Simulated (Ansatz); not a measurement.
# C: the cost of one run

Computed with Ansatz 0.2.0 (DFT PBE+D3(BJ), scalar-relativistic, plane waves, PAW, unless a step's input says otherwise).

2 further runs of the same task are left out: 2 set aside as unsound or not needed.

### Step 1. The system as given

It takes space group P6_3/mmc (No. 194, hexagonal). The conventional cell has a = 2.465 Å, b = 2.465 Å, c = 6.744 Å, α = 90.00°, β = 90.00°, γ = 120.00°. C (site symmetry -6m2) is surrounded by 3 C at 1.42 Å.

Structure file:

```cif
data_structure
_symmetry_space_group_name_H-M 'P 1'
_symmetry_Int_Tables_number 1
_cell_length_a 2.4650
_cell_length_b 2.4650
_cell_length_c 6.7442
_cell_angle_alpha 90.000
_cell_angle_beta 90.000
_cell_angle_gamma 120.000
_cell_volume 35.49
loop_
_atom_site_label
_atom_site_type_symbol
_atom_site_fract_x
_atom_site_fract_y
_atom_site_fract_z
_atom_site_occupancy
C1 C 0.00000 0.00000 0.25000 1
C2 C 0.00000 0.00000 0.75000 1
C3 C 0.33333 0.66667 0.25000 1
C4 C 0.66667 0.33333 0.75000 1
```

It goes back to an entry of the Materials Project.

This cell was relaxed beforehand with the same method: volume 8.87 Å³/atom, gap on the mesh none (metal).

### Step 2. The slab

Miller indices refer to the conventional cell of the relaxed bulk, P6_3/mmc (No. 194): a = 2.465 Å, b = 2.465 Å, c = 6.744 Å, α = 90.00°, β = 90.00°, γ = 120.00°.

A (001) slab, 6.7 Å thick as cut, with 17 Å of vacuum, in a 2×2 surface cell; its outer planes are C (top) and C (bottom).

The slab as cut. Its planes from the bottom up:

```tsv
plane	atoms per cell	height over the lowest (Å)
1	C8	0.00
2	C8	3.37
3	C8	6.74
```

### Step 3. Relaxing the clean slab

File input.yaml:

```yaml
crystal:
  lattice:
    - [4.9299480888, 0.0, 0.0]
    - [-2.4649740444, 4.2694602842, 0.0]
    - [0.0, 0.0, 23.7441730096]
  atoms:
    - { symbol: C, position: [0.0, 0.0, 0.3579825668] }
    - { symbol: C, position: [0.0, 0.5, 0.3579825668] }
    - { symbol: C, position: [0.5, 0.0, 0.3579825668] }
    - { symbol: C, position: [0.5, 0.5, 0.3579825668] }
    - { symbol: C, position: [0.1666666667, 0.3333333333, 0.3579825668] }
    - { symbol: C, position: [0.1666666667, 0.8333333333, 0.3579825668] }
    - { symbol: C, position: [0.6666666667, 0.3333333333, 0.3579825668] }
    - { symbol: C, position: [0.6666666667, 0.8333333333, 0.3579825668] }
    - { symbol: C, position: [0.0, 0.0, 0.5] }
    - { symbol: C, position: [0.0, 0.5, 0.5] }
    - { symbol: C, position: [0.5, 0.0, 0.5] }
    - { symbol: C, position: [0.5, 0.5, 0.5] }
    - { symbol: C, position: [0.3333333333, 0.1666666667, 0.5] }
    - { symbol: C, position: [0.3333333333, 0.6666666667, 0.5] }
    - { symbol: C, position: [0.8333333333, 0.1666666667, 0.5] }
    - { symbol: C, position: [0.8333333333, 0.6666666667, 0.5] }
    - { symbol: C, position: [0.0, 0.0, 0.6420174332] }
    - { symbol: C, position: [0.0, 0.5, 0.6420174332] }
    - { symbol: C, position: [0.5, 0.0, 0.6420174332] }
    - { symbol: C, position: [0.5, 0.5, 0.6420174332] }
    - { symbol: C, position: [0.1666666667, 0.3333333333, 0.6420174332] }
    - { symbol: C, position: [0.1666666667, 0.8333333333, 0.6420174332] }
    - { symbol: C, position: [0.6666666667, 0.3333333333, 0.6420174332] }
    - { symbol: C, position: [0.6666666667, 0.8333333333, 0.6420174332] }
basis:
  ecutwfc: 420
kpoints:
  mp_grid: { grid: [6, 6, 1] }
hamiltonian:
  xc: pbe
  dispersion: d3bj
scf:
  occupations: { method: gaussian, width: 0.1 }
output:
  forces: true
  eigenvalues: true
  write_density: true
  write_potential: true
  elf: true
  volumetric_format: npy
relax:
  adjacent_minimum: "off"
  f_tol: 0.03
  max_steps: 70
  constraints: [{ sites: [0, 1, 2, 3, 4, 5, 6, 7] }]
efield:
  axis: 3
  dipole_correction: true
```

Run with:

```sh
ansatz run input.yaml --threads 2 --pin off --max-ram 5120MiB --backend cpu --events-out ev --progress --plain --runs-dir out
```

**Question.** How long does this run take on 2 threads of AMD EPYC, shared host, and how much memory does it need?

About 54 s, with a peak of 0.87 GiB.
